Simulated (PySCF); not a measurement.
# C5H10O2 (isopropyl acetate): the cost of one run

Programs: PySCF 2.14.0, with density-fitted response routines of our own. Each step states its level of theory. These are calculated values for one molecule, in the gas phase or a continuum, unless marked as measured. Atoms are numbered from 0 throughout.

### 1 Starting geometry

17 atoms, charge 0, multiplicity 1; geometry from: GFN2-xTB. The atoms were then displaced at random by about 0.01 Å, so the start is not that level's minimum.

Bonds of the start (Å): C0–C1 1.53, C1–O2 1.20, C1–O3 1.31, O3–C4 1.47, C4–C5 1.52, C4–C6 1.52, C0–H7 1.07, C0–H8 1.08, C0–H9 1.10, C4–H10 1.12, C5–H11 1.08, C5–H12 1.09, C5–H13 1.08, C6–H14 1.10, C6–H15 1.08, C6–H16 1.08.

### 2 Geometry optimisation at PBE0-D3(BJ)/def2-TZVP

What the job is given:

```
{"job": {"xc": "PBE0", "basis": "def2-TZVP", "d3": "d3bj", "grid": 2, "shake": 0.01, "kind": "geom"}, "charge": 0, "multiplicity": 1}
C      2.800850     0.003190     0.121810
C      1.380730     0.051480     0.689450
O      1.099200    -0.034680     1.852550
O      0.513940     0.200950    -0.280790
C     -0.907930     0.223990     0.095920
C     -1.657060     0.995770    -0.981200
C     -1.413660    -1.195980     0.275010
H      2.882980    -0.797400    -0.582360
H      3.501050    -0.073720     0.940010
H      2.961660     0.946620    -0.420990
H     -0.982650     0.757120     1.074870
H     -2.700120     1.060940    -0.713670
H     -1.580800     0.483090    -1.938550
H     -1.264040     1.996260    -1.078310
H     -2.480470    -1.185200     0.541610
H     -0.872360    -1.685680     1.071380
H     -1.297830    -1.734910    -0.656540
```

Launch:

```sh
OMP_NUM_THREADS=2 python probes_run.py task.json out
```

This one command runs all jobs of the session in turn.

Q: Estimate the wall time and peak memory of this first job on 2 threads of Intel Xeon at 2.50GHz, shared host.

About 11 min, with a peak of 1.6 GiB.
